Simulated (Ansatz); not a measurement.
# LiMo (P-6m2) in Ansatz: further runs

Aim: see how the results for LiMo move with the level of theory and the settings. Levels: BLYP, r2SCAN. Tasks: band structure.

Everything below comes from runs of Ansatz 0.2.0. Logs are shortened: lines on timing, memory, paths and dates and some standing lists are left out, and cuts for length are marked.

### Step 1. The crystal as given

The structure is hexagonal, space group P-6m2 (No. 187). The conventional cell has a = 2.673 Å, b = 2.673 Å, c = 5.005 Å, α = 90.00°, β = 90.00°, γ = 120.00°. Li (site symmetry -6m2) has 6 Li at 2.67 Å and 6 Mo at 2.94 Å as nearest neighbours. Mo (site symmetry -6m2) has 6 Mo at 2.67 Å and 6 Li at 2.94 Å as nearest neighbours.

The cell was built by a generator and needn't be a form met in nature.

### Step 2. Band structure, BLYP

input.yaml

```yaml
crystal:
  lattice:
    - [2.67346, 0.0, 0.0]
    - [-1.33673, 2.31528, 0.0]
    - [0.0, 0.0, 5.00471]
  atoms:
    - { symbol: Li, position: [0.0, 0.0, 0.0] }
    - { symbol: Mo, position: [0.33333, 0.66667, 0.5] }
hamiltonian:
  xc: blyp
  pseudopotentials: { kind: paw }
kpoints:
  mp_grid: { grid: [11, 11, 6] }
  band_path:
    path:
      - [[0.0, 0.0, 0.0], [0.5, 0.0, 0.0], [0.3333333333, 0.3333333333, 0.0], [0.0, 0.0, 0.0], [0.0, 0.0, 0.5], [0.5, 0.0, 0.5], [0.3333333333, 0.3333333333, 0.5], [0.0, 0.0, 0.5]]
      - [[0.5, 0.0, 0.5], [0.5, 0.0, 0.0]]
      - [[0.3333333333, 0.3333333333, 0.0], [0.3333333333, 0.3333333333, 0.5]]
    npoints: 14
scf:
  occupations: { method: fermi_dirac, width: 0.05 }
  n_extra_bands: 6
output:
  forces: true
  stress: true
  eigenvalues: true
  fatbands: false
```

Potentials or basis: Ansatz PAW.

Started as:

```sh
$ ansatz run input.yaml --threads 2 --pin off --max-ram 5632MiB --backend cpu --events-out ev --progress --plain --runs-dir out
```

Output:

```text
Warning: the atoms were moved onto the symmetric positions of the space group found under crystal.symmetry.tolerance 1.0e-5 (fractional; no operation is sought that the atoms, as they stand in a round, miss by more than twice it, and no atom is moved by as much as it), and the run uses the moved positions. Before a round's move an operation carried an atom to 1.34e-5 Å from where it should land, the largest such distance. Atom 1 (counting from 0) moved farthest, by 1.54e-5 Å; the longest move in fractions of the cell, of whichever atom, is 0.47 of the tolerance, in 1 round. To run the atoms as typed, lower crystal.symmetry.tolerance until the operations that they miss are no longer found, or set crystal.symmetry.detect: false (a key that needs symmetry detection or time reversal refuses this as the deck is read). The positions used, in the order of the run's atom list: position: [1.8503858249243818e-17, -2.7755575615628914e-17, 0.0]; position: [0.33333333333333337, 0.6666666666666666, 0.5]; The lattice was moved too: crystal.lattice keeps the space group found at crystal.symmetry.tolerance 1.0e-5 only nearly: the operation that it misses by the most changes a squared length by the fraction 3.20e-6. The run uses the lattice that is a stretch of the typed one, with no rotation, onto the one that keeps every operation to a double's rounding (on a very oblique basis the stretch itself rounds by more); the deck's lattice vector that moved farthest moved by 2.47e-6 Å. To run the lattice as typed, set crystal.symmetry.tolerance under 3.19e-6, the least fraction by which an operation that the lattice misses changes a squared length (the same key also sets how far an atom may lie from its image, so lowering it can lose operations that the atoms keep only within it), or set crystal.symmetry.detect: false, as for the atoms. crystal.lattice made exact, in Å and degrees: [[2.6734575312504965, 0.0, 0.0], [-1.3367287656252482, 2.31528213800176, 0.0], [0.0, 0.0, 5.00471]]. Pasted over the deck's crystal.lattice, beside positions in fractional coordinates, it runs the same cell (given as lengths and angles, that cell in the form's own orientation, a rigid turn of the misfit's size from the one run here, for which a checkpoint.post_process_only pass over this run's state can be refused: where this run relaxes nothing, give such a pass this deck's own crystal.lattice, as typed; behind a relaxation, as crystal.lattice, the state's own cell, identity.cell in its checkpoint.json), and a matrix so pasted ends this notice, except on a very skew basis of the lattice, where the rounding of the pasted numbers themselves can read as a misfit: the cell is then moved again, and that move is told again. The lattice as run is in this notice's lattice.as_run_ang field (Run.prep()["deck_notices"] in Python, the deck_notice line of an events file, deck_notices of ansatz run --dry-run=json, or deck_notices in record.json in the deck's checkpoint.write directory).
Warning: RAYON_NUM_THREADS=2 ignored (pool sized by the plan → 2); use --threads N
scf.n_extra_bands = 6 over 9 filled bands (N_el = 17.0): the run solves 15 bands
Engine: ansatz 0.2.0, aarch64-unknown-linux-gnu
Pseudopotentials: kind: paw
Pseudopotential: Li, paw, valence charge 3, recommended cutoff 420 eV (normal), Li.paw.azcp
Pseudopotential: Mo, paw, valence charge 14, recommended cutoff 420 eV (normal), Mo.paw.azcp
Functional definition: BLYP
  parameter beta = 0.0042
  parameter a = 0.04918
  parameter b = 0.132
  parameter c = 0.2533
  parameter d = 0.349
  exchange = b88_x(beta = beta)
  correlation = lyp_c(a = a, b = b, c = c, d = d)
Crystal: 2 atoms, lattice volume = 30.978 Å³
Basis set: ecut = 420 eV, 647 PW (Γ), exchange–correlation on 36×36×72 points (8 copies of the dense FFT grid, shifted against one another)
Bands: 15, of which v1, the nominal top of the filled ones, is band 9 counted from 1 (8 counted from 0)
Symmetry: 12 space group operations
Space group: P-6m2 (ITA 187), of the structure as read, at distance tolerance 3.1e-5 Å
k-points: 64 of 726 (time reversal used)
Non-local potential: Li, projectors of the file, l = 0: 3, l = 1: 2, l = 2: 1
Non-local potential: Mo, projectors of the file, l = 0: 3, l = 1: 2, l = 2: 2, l = 3: 1
PAW form: soft (Blöchl's): semilocal exchange-correlation on the pseudo side does not see the compensation charge
PAW frozen core: Mo, regenerated for the run's functional, and the local potential with it (the file was generated under x = pbe(κ = 0.804, μ = 0.2195149727645171), c = pbe(β = 0.06672455060314922))
PAW one-centre angular grid: Li, 110 points (default); XC on 96 Gauss nodes
PAW one-centre angular grid: Mo, 590 points (default); XC on 64 Gauss nodes
Initial density: superposition of atomic densities (neutral atoms: chi_scale 0, normalization atom), corrected by the library's trained network
Initial wavefunctions: pseudopotential atomic-orbital guess
Functional: x = b88, c = lyp
SCF iter   1: F=—  HF=-5173.402478 eV  |F-HF|=—  |Δ(HF+E_count)|=         —  Δρ=1.04e-2  dr2=1.75e-2  ethr=1.77e-3  ⟨swp⟩=5.9  Hψ=5505  notcnv=0  defer=15
preconditioner: auto → none  [metal: Δε(μ)=0.009 eV  Ē_g=8.364 eV  σ=0.050 eV  W_gap=0.05  n_scr=2 (ndim 8)  ℏωp=17.7 eV  f_vac=0.000  D(μ)=2.46/eV (n_scr^D=36)  sad-step TF]
SCF iter   2: F=—  HF=-5173.400761 eV  |F-HF|=—  |Δ(HF+E_count)|=   1.72e-3  Δρ=5.92e-3  dr2=6.24e-3  ethr=1.03e-4  ⟨swp⟩=1.2  Hψ=1486  notcnv=0  defer=31
SCF iter   3: F=—  HF=-5173.400545 eV  |F-HF|=—  |Δ(HF+E_count)|=   2.17e-4  Δρ=6.92e-4  dr2=2.69e-4  ethr=3.67e-5  ⟨swp⟩=2.2  Hψ=1403  notcnv=0  defer=31
SCF iter   4: F=—  HF=-5173.400516 eV  |F-HF|=—  |Δ(HF+E_count)|=   2.85e-5  Δρ=2.97e-4  dr2=3.87e-5  ethr=1.58e-6  ⟨swp⟩=2.2  Hψ=1272  notcnv=0  defer=31
SCF iter   5: F=—  HF=-5173.400513 eV  |F-HF|=—  |Δ(HF+E_count)|=   2.90e-6  Δρ=6.57e-5  dr2=1.18e-6  ethr=2.28e-7  ⟨swp⟩=2.0  Hψ=1091  notcnv=0  defer=31
SCF iter   6: F=-5173.400513 eV  HF=-5173.400513 eV  |F-HF|=4.09e-9  |Δ(HF+E_count)|=   9.76e-8  Δρ=1.10e-5  dr2=3.14e-8  ethr=5.88e-10  ⟨swp⟩=6.7  Hψ=4188  notcnv=0
SCF 1 converged in 6 iterations: F = -5173.400513 eV  dr2 = 3.14e-8
NSCF: frozen V_eff on 129 k-points
SCF converged after 6 iterations
Free energy (F): -5173.400513 eV
Harris-Foulkes:  -5173.400513 eV  (|F-HF|=4.09e-9)
Internal energy: -5173.380698 eV  (E = F + TS)
E sigma→0 (E₀):  -5173.390606 eV
Entropy (-TS):   -0.019815 eV (-9.908 meV/atom)
Fermi energy:    11.608777 eV
--- Per-component energies (eV) ---
  E_band       = -238.094918
  E_kinetic    = 463.801465
  E_local      = -1550.965364  (includes V_loc(G=0)·N_el)
  E_nonlocal   = 111.678658
  E_hartree    = 566.169331
  E_xc         = -190.133641
  E_vxc        = -237.292154  (∫ρ·V_xc dr)
  E_paw        = -3240.029858  (= ΣΔE_a)
  E_vpaw       = -157.655340  (= ΣTr[D̂ρ^β])
  E_aug_tail   = 0.000064  (compensation charges beyond the density's cutoff)
  E_ewald      = -1333.989804
  E_core_change = 0.088450  (= ΣΔE_core)
  E_smearing   = -0.019815  (= −TS)
  E_closure    = 0.000000  (closes the sum)
  Σ components = -5173.400513   (vs F -5173.400513, Δ=0.00e0)
--- Forces (eV/Å), atoms counted from 1 ---
  atom   1  Li     0.00000000     0.00000000     0.00000000
  atom   2  Mo    -0.00000000     0.00000000     0.00000000
  max |Σ_I F_I| component: 1.85e-17 eV/Å
--- Stress (GPa, compression-positive) ---
        6.124424      -0.000000       0.000000
       -0.000000       6.124424       0.000000
        0.000000       0.000000       1.008032
  P = ⅓ Tr σ = 4.4190 GPa (44.190 kbar)
--- Band table (eV; the first three rows and the last of 64) ---
  k-point 0: bands = ["-49.1545", "-34.5779", "-23.2430", "-22.3008", "-22.3008", "6.2924", "8.4495", "11.3118", "11.3118", "11.4396", "14.5628", "14.5628", "17.6825", "26.4717", "26.5973"]
  k-point 1: bands = ["-49.1545", "-34.5780", "-23.2427", "-22.3008", "-22.3008", "6.3574", "8.5283", "11.0283", "11.3127", "11.3127", "14.5586", "14.5586", "18.2767", "25.9255", "26.5193"]
  k-point 2: bands = ["-49.1545", "-34.5782", "-23.2422", "-22.3008", "-22.3008", "6.4934", "8.8050", "10.1723", "11.3143", "11.3143", "14.5503", "14.5503", "19.5902", "24.5909", "26.4928"]
  k-point 63: bands = ["-48.8393", "-34.5216", "-23.5807", "-23.2700", "-22.9531", "9.6113", "10.0393", "10.6836", "11.5025", "12.6095", "15.0145", "17.6444", "19.3414", "21.2088", "22.1081"]
```

bands.tsv:

```text
# k_distance	band_0	band_1	band_2	band_3	band_4	band_5	band_6	band_7	band_8	band_9	band_10	band_11	band_12	band_13	band_14
# fermi_ev = 11.608777
# lock_threshold_ev = 1e-6
[... 143 lines left out ...]
9.118038	-60.444558	-46.129784	-35.048269	-35.046277	-34.558611	-1.574224	-1.405133	-0.865622	-0.754224	0.762362	4.101910	5.397134	8.181517	9.846392	10.192370
9.162876	-60.444558	-46.129780	-35.048294	-35.046271	-34.558663	-1.597038	-1.396623	-0.870711	-0.746970	0.869244	3.903671	5.536532	8.144131	9.831164	9.954634
9.207714	-60.444557	-46.129777	-35.048313	-35.046266	-34.558702	-1.613776	-1.390096	-0.874661	-0.741826	0.958121	3.747876	5.649193	8.116593	9.771855	9.820780
9.252551	-60.444558	-46.129776	-35.048327	-35.046265	-34.558728	-1.623994	-1.385987	-0.877171	-0.738758	1.017895	3.647301	5.723183	8.099733	9.655841	9.814739
9.297389	-60.444560	-46.129776	-35.048334	-35.046268	-34.558738	-1.627431	-1.384584	-0.878032	-0.737740	1.039099	3.612392	5.749066	8.094060	9.615953	9.812759
```

Run time: 2.9 s. Hardware: 2 threads of Arm Neoverse V2, shared host; peak memory 0.31 GiB.

What came out:

```
Free energy            : -5173.4005 eV
Pressure               : 4.4 GPa
Band gap on the k mesh : none (metal or under the smearing width)
```

Levels at the corners of the path, in eV from the Fermi level:
```
point  band 5  band 6  band 7  band 8  band 9  band 10  band 11  band 12  band 13  band 14
    Γ  -33.91   -5.32   -3.16   -0.30   -0.30    -0.17     2.95     2.95     6.07    14.86
    M  -34.28   -4.18   -2.91   -0.74    1.81     2.37     5.23     5.81     6.79     9.64
    K  -34.56   -1.48   -1.27   -0.89   -0.82     0.02     4.32     6.01     8.64    10.27
    Γ  -33.91   -5.32   -3.16   -0.30   -0.30    -0.17     2.95     2.95     6.07    14.86
    A  -33.91   -5.04   -2.25   -2.25   -0.29    -0.29     2.94     2.94     8.87    12.09
    L  -34.28   -4.16   -3.02    0.67    1.75     1.76     3.20     5.23     7.87    10.16
    H  -34.56   -1.63   -1.38   -0.88   -0.74     1.04     3.61     5.75     8.09     9.62
    A  -33.91   -5.04   -2.25   -2.25   -0.29    -0.29     2.94     2.94     8.87    12.09
    L  -34.28   -4.16   -3.02    0.67    1.75     1.76     3.20     5.23     7.87    10.16
    M  -34.28   -4.18   -2.91   -0.74    1.81     2.37     5.23     5.81     6.79     9.64
    K  -34.56   -1.48   -1.27   -0.89   -0.82     0.02     4.32     6.01     8.64    10.27
    H  -34.56   -1.63   -1.38   -0.88   -0.74     1.04     3.61     5.75     8.09     9.62
```

Caveat: the PAW data sets come from PBE, with cores solved anew for the run's functional, which leaves a small shift of forces and pressure.

### Step 3. Band structure, r2SCAN

input.yaml: that of step 2 with these lines changed.

```diff
@@ -9,3 +9,3 @@
 hamiltonian:
-  xc: blyp
+  xc: r2scan
   pseudopotentials: { kind: paw }
```

Potentials or basis: Ansatz PAW.

Started as:

```sh
$ ansatz run input.yaml --threads 2 --pin off --max-ram 5632MiB --backend cpu --events-out ev --progress --plain --runs-dir out
```

It took 6.5 s on 2 threads of Arm Neoverse V2, shared host; peak memory 0.39 GiB.

The run converged. Its results:

* Free energy: -5171.7142 eV
* Pressure: -0.1 GPa
* Band gap on the k mesh: none (metal or under the smearing width)

Stress tensor (GPa, compression positive):
```
-0.36  0.00  0.00
 0.00 -0.36  0.00
 0.00  0.00  0.54
```

Levels at the corners of the path, in eV from the Fermi level:
```
point  band 5  band 6  band 7  band 8  band 9  band 10  band 11  band 12  band 13  band 14
    Γ  -35.02   -5.77   -3.39   -0.35   -0.25    -0.25     3.28     3.28     6.53    15.32
    M  -35.41   -4.44   -3.00   -0.72    2.08     2.36     5.53     6.19     7.12    10.15
    K  -35.71   -1.46   -1.25   -1.01   -0.94     0.09     4.64     6.43     9.15    10.83
    Γ  -35.02   -5.77   -3.39   -0.35   -0.25    -0.25     3.28     3.28     6.53    15.32
    A  -35.02   -5.46   -2.58   -2.38   -0.24    -0.24     3.26     3.26     9.28    13.05
    L  -35.41   -4.42   -3.14    0.77    1.92     2.02     3.18     5.53     8.38    10.71
    H  -35.71   -1.65   -1.37   -0.99   -0.85     1.16     3.94     6.24     8.68     9.96
    A  -35.02   -5.46   -2.58   -2.38   -0.24    -0.24     3.26     3.26     9.28    13.05
    L  -35.41   -4.42   -3.14    0.77    1.92     2.02     3.18     5.53     8.38    10.71
    M  -35.41   -4.44   -3.00   -0.72    2.08     2.36     5.53     6.19     7.12    10.15
    K  -35.71   -1.46   -1.25   -1.01   -0.94     0.09     4.64     6.43     9.15    10.83
    H  -35.71   -1.65   -1.37   -0.99   -0.85     1.16     3.94     6.24     8.68     9.96
```

Caveat: the PAW data sets come from PBE, with cores solved anew for the run's functional, which leaves a small shift of forces and pressure.
